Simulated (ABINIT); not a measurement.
A run of ABINIT 10.8.3 (patched build) is set up as follows.

File run.abi:

```
# Datasets
ndtset 3

# Pseudopotentials
pp_dirpath "./"
pseudos "Ta.upf, F.upf"

# Structure
acell 3*1.0
rprim
     7.3721995574     0.0000000000     0.0000000000
     0.0000000000     7.3721995574     0.0000000000
     0.0000000000     0.0000000000     7.3721995574
ntypat 2
znucl 73 9
natom 4
typat 1 2 2 2
xred
            0.0            0.0            0.0
            0.0            0.0            1/2
            0.0            1/2            0.0
            1/2            0.0            0.0

# Plane-wave basis
ecut 36.0

# k points
ngkpt 8 8 8
nshiftk 1
shiftk 0.5 0.5 0.5
istwfk *1

# Exchange and correlation
ixc -116133

# Bands and occupations
occopt 3
tsmear 0.05 eV

# SCF cycle
nstep 80

# Output
iomode 3
prteig 0
prtebands 0

# Dataset 1: ground state
nband1 21
tolvrs1 1.0e-12
prtden1 1
prtwf1 0
kptopt1 1

# Dataset 2: empty bands at fixed density
iscf2 -3
getden2 1
nband2 27
nbdbuf2 4
tolwfr2 1.0e-12
nstep2 120
prtden2 0
kptopt2 1

# Dataset 3: wave functions and velocity matrix elements in the full zone
optdriver3 8
wfk_task3 "wfk_optics_fullbz"
getwfk3 2
nband3 23
kptopt3 1
prtevk3 1
inclvkb3 2
```

File optic.abi:

```
&FILES
 ddkfile_1 = 'runo_DS3_1_EVK.nc',
 ddkfile_2 = 'runo_DS3_2_EVK.nc',
 ddkfile_3 = 'runo_DS3_3_EVK.nc',
 wfkfile = 'runo_DS3_WFK.nc'
/
&PARAMETERS
 broadening = 0.007350,
 domega = 0.002,
 maxomega = 0.8,
 scissor = 0.000000,
 tolerance = 0.002
/
&COMPUTATIONS
 num_lin_comp = 1,
 lin_comp = 11,
 num_nonlin_comp = 0
/
```

Potentials or basis: PseudoDojo NC SR PBEsol v0.4.1 standard.

The run is started by

```sh
$ abinit run.abi > log 2>&1
$ optic optic.abi > optic.log 2>&1
```

Q: Estimate the pressure.

A: 18.0 GPa.

Dielectric function (mean over the directions given):
```tsv
energy (eV)	real part	imaginary part
0.33	-4.54	14.17
0.76	-1.15	2.02
1.31	0.71	0.53
1.74	1.24	0.23
2.29	1.56	0.12
2.83	1.74	0.11
3.27	1.81	0.10
3.81	1.89	0.08
4.25	1.93	0.07
4.79	2.01	0.05
5.33	2.10	0.05
5.77	2.19	0.06
6.31	2.27	0.10
6.75	2.39	0.10
7.29	2.56	0.28
7.84	2.60	0.25
8.27	2.86	0.29
8.82	3.43	0.73
9.36	3.38	2.16
9.80	2.32	2.47
10.34	1.73	1.50
10.78	1.90	1.67
11.32	1.94	1.46
11.86	2.06	1.60
12.30	1.87	2.01
12.84	1.84	2.62
13.28	0.51	2.82
13.82	0.18	1.69
14.37	0.69	1.26
14.80	0.71	1.71
15.35	-0.02	1.31
15.89	0.37	0.85
16.33	0.53	0.86
16.87	0.62	0.80
17.31	0.59	0.93
17.85	0.54	0.88
18.39	0.48	0.81
18.83	0.39	0.84
19.38	0.42	0.76
19.92	0.36	0.62
```

Caveat: the cutoff is short for stress, so the pressure is rough; the intraband (Drude) term is left out; spectra need much finer meshes, so this one isn't converged; independent-particle spectra lack excitons; so large a pressure means that the cell lies far from this level's equilibrium, or that cutoff or potentials fall short. Spin-orbit coupling is left out, which matters for the levels of Ta.
